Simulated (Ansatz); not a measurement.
**C₂H₆BF₂N: basis-set convergence**

Aim: see how fast density functionals converge with the basis set for C₂H₆BF₂N.

The runs use Ansatz 0.2.0, Gaussian basis; one geometry, several basis sets.

The runs, in order: PBE0-D4/def2-SVP; ωB97M-V/def2-SVP; PBE0-D4/def2-QZVPP; ωB97M-V/def2-QZVPP; the functionals' def2-TZVPP values are taken from earlier runs.

### Step 1. Structure used throughout

An earlier PBE0-D4 in a triple-zeta def2 set relaxation fixed the geometry.

SMILES `CN(C)B(F)F`, 12 atoms, charge 0, spin multiplicity 1.

Atoms are counted from 1 here; the program's logs count them from 0.

Bond lengths: C1–N2 1.443 Å, C1–H7 1.096 Å, C1–H8 1.089 Å, C1–H9 1.096 Å, N2–C3 1.443 Å, N2–B4 1.392 Å, C3–H10 1.089 Å, C3–H11 1.096 Å, C3–H12 1.096 Å, B4–F5 1.333 Å, B4–F6 1.333 Å. Angles: N2–C1–H7 110.8°, N2–C1–H8 110.3°, N2–C1–H9 110.8°, H7–C1–H8 108.5°, H7–C1–H9 107.8°, H8–C1–H9 108.5°, C1–N2–C3 114.7°, C1–N2–B4 122.6°, C3–N2–B4 122.6°, N2–C3–H10 110.3°, N2–C3–H11 110.8°, N2–C3–H12 110.8°, H10–C3–H11 108.5°, H10–C3–H12 108.5°, H11–C3–H12 107.8°, N2–B4–F5 121.6°, N2–B4–F6 121.6°, F5–B4–F6 116.8°.

### Step 2. PBE0-D4 in def2-SVP

Input file in.yaml:

```yaml
crystal:
  periodic: [false, false, false]
  atoms:
    - {symbol: C, position_ang: [-0.660004, -0.879709, -0.803097]}
    - {symbol: N, position_ang: [-0.045030, 0.146605, 0.003790]}
    - {symbol: C, position_ang: [1.070789, -0.301012, 0.802017]}
    - {symbol: B, position_ang: [-0.492855, 1.465015, 0.011348]}
    - {symbol: F, position_ang: [0.091503, 2.396705, 0.765269]}
    - {symbol: F, position_ang: [-1.526357, 1.855763, -0.735050]}
    - {symbol: H, position_ang: [0.063966, -1.310434, -1.504348]}
    - {symbol: H, position_ang: [-1.489036, -0.464805, -1.373582]}
    - {symbol: H, position_ang: [-1.042042, -1.692876, -0.175232]}
    - {symbol: H, position_ang: [1.478086, 0.527258, 1.379051]}
    - {symbol: H, position_ang: [1.866447, -0.707259, 0.166948]}
    - {symbol: H, position_ang: [0.761533, -1.090351, 1.496786]}
basis:
  gaussian: {orbitals: def2-SVP}
hamiltonian: {xc: pbe0, dispersion: d4}
output: {orbitals: {seedname: orbitals}}
```

On the command line:

```
ansatz run in.yaml --threads 4 --pin off --events-out ev --progress --plain --max-ram 10444MiB
```

The runs that follow: ωB97M-V in def2-SVP; PBE0-D4 in def2-QZVPP; ωB97M-V in def2-QZVPP.

Before running them: what should the planned runs give, taken together? Wanted: PBE0-D4: double and triple zeta above quadruple; ωB97M-V: double and triple zeta above quadruple.

As calculated:

| quantity | value |
| --- | --- |
| PBE0-D4: double and triple zeta above quadruple | 11.90, 0.53 eV |
| ωB97M-V: double and triple zeta above quadruple | 12.22, 0.50 eV |

**Reading.** PBE0-D4 gains 11.37 eV from double to triple zeta, then 0.53 eV more. These are total energies; as a rule much of such shifts cancels in differences, which this series doesn't test. The LUMO of ωB97M-V is positive and keeps falling with the basis (3.28 to 1.64 eV): an unbound level that the basis holds in place.
